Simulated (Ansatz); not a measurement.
# GdMg3: how the settings move a single-point run

How sensitive is a single-point run of GdMg3 to its settings? A reference run comes first, then one run with altered input.

Computed with Ansatz 0.2.0 (reference: DFT, LDA, PAW with Ansatz's default frozen-core files, scalar-relativistic, unless a step's input says otherwise).

## 1. Starting point

The structure is cubic, space group Fm-3m (No. 225). The conventional cell has a = 7.310 Å, b = 7.310 Å, c = 7.310 Å, α = 90.00°, β = 90.00°, γ = 90.00°. Around Gd (site symmetry m-3m) lie 8 Mg at 3.17 Å. Mg (site symmetry m-3m) is surrounded by 8 Mg at 3.17 Å. Around Mg (site symmetry -43m) lie 4 Gd at 3.17 Å and 4 Mg at 3.17 Å.

Structure file:

```xyz
4
Lattice="0.0000 3.6550 3.6550 3.6550 0.0000 3.6550 3.6550 3.6550 0.0000" Properties=species:S:1:pos:R:3 pbc="T T T"
Gd    0.0000    0.0000    0.0000
Mg    3.6550    3.6550    3.6550
Mg    1.8275    1.8275    1.8275
Mg    5.4825    5.4825    5.4825
```

## 2. The reference run

input.yaml

```yaml
crystal:
  lattice:
    - [0.0, 3.655, 3.655]
    - [3.655, 0.0, 3.655]
    - [3.655, 3.655, 0.0]
  atoms:
    - { symbol: Gd, position: [0.0, 0.0, 0.0], spin: 7.0, spin_axis: [1.0, 0.0, 0.0] }
    - { symbol: Mg, position: [0.5, 0.5, 0.5] }
    - { symbol: Mg, position: [0.25, 0.25, 0.25] }
    - { symbol: Mg, position: [0.75, 0.75, 0.75] }
magnetization:
  noncollinear: true
  spin_spiral: { q: [0.0, 0.0, 0.0] }
kpoints:
  mp_grid: { grid: [6, 6, 6] }
scf:
  occupations: { method: fermi_dirac, width: 0.03 }
hamiltonian:
  xc: lda
  pseudopotentials: { kind: paw }
output:
  eigenvalues: false
```

On the command line:

```console
ansatz run input.yaml --threads 2 --pin off --max-ram 6144MiB --backend cpu --events-out ev --progress --plain --runs-dir out
```

## 3. Changing settings: starting moments, lock_directions true

input.yaml, as its differences from that of step 2:

```diff
@@ -6,3 +6,3 @@
   atoms:
-    - { symbol: Gd, position: [0.0, 0.0, 0.0], spin: 7.0, spin_axis: [1.0, 0.0, 0.0] }
+    - { symbol: Gd, position: [0.0, 0.0, 0.0], spin: 7.0, spin_axis: [0.8660254, 0.0, 0.5] }
     - { symbol: Mg, position: [0.5, 0.5, 0.5] }
@@ -13,2 +13,3 @@
   spin_spiral: { q: [0.0, 0.0, 0.0] }
+  spin_locking: { lock_directions: true }
 kpoints:
```

What does the calculation give? Wanted: for each run, ending; energy change; abs. moment.

As calculated:

```tsv
run	ending	energy change	abs. moment (μB)	cycles	time
reference	converged	0	7.20	22	33 s
1: starting moments, lock_directions true	converged	0.0 meV/atom	7.20	17	6.4 min
```

Residual by cycle in the longest SCF loop of each run; runs are numbered as in the table. The quantity is the density residual dr2, in eV.

```tsv
cycle	reference	run 1
1	0.449	0.449
3	0.829	26.3
4	0.63	0.969
6	0.0125	0.274
8	0.0377	2.9e-4
10	4.9e-4	0.00103
11	1.7e-4	3.5e-4
13	1.5e-4	5.3e-7
15	3.8e-4	3.1e-8
17	1.7e-6	-
18	6.3e-7	-
20	1.9e-8	-
```

The changed input (spin start) leaves the energy the same to the digits printed. Cost: 17 SCF cycles against 22, 6.4 min against 33 s.
